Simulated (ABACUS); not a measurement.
The system is SiSe.

```
Si Se
1.0
     3.59520    0.00000    0.00000
    -1.79760    3.11353    0.00000
     0.00000    0.00000    3.59873
Si Se
1 1
Direct
  0.66667 0.33333 0.50000
  0.00000 0.00000 0.00000
```

The cell was built by a generator and needn't be a form met in nature.

Base run:

- Program: ABACUS 3.10.1
- Functional: PBE
- Potentials or basis: PseudoDojo NC SR 0.4.1 PBE standard
- Cutoff: 1361 eV
- Density cutoff: 5442 eV
- Basis: DZP LCAO (the cutoffs set its grid)
- k mesh: 9 × 9 × 7
- Occupations: fermi-dirac, width 0.05 eV
- Spin: no spin polarisation

Its results: band gap on the k mesh none (metal or under the smearing width); pressure 1.7 GPa.

Task: The run is repeated on the same cell with these changes: functional from PBE to PBEsol. What comes out?

Result: Band gap on the k mesh none (metal or under the smearing width); pressure -1.2 GPa.

PBEsol binds more tightly than PBE, so the same cell stands under less pressure.

Caveats: the atomic orbitals were generated for these runs and aren't a published set; the basis of atomic orbitals isn't converged, which shifts pressures, moduli and gaps; the potentials were made for another functional, which shifts forces and pressure (some runs).
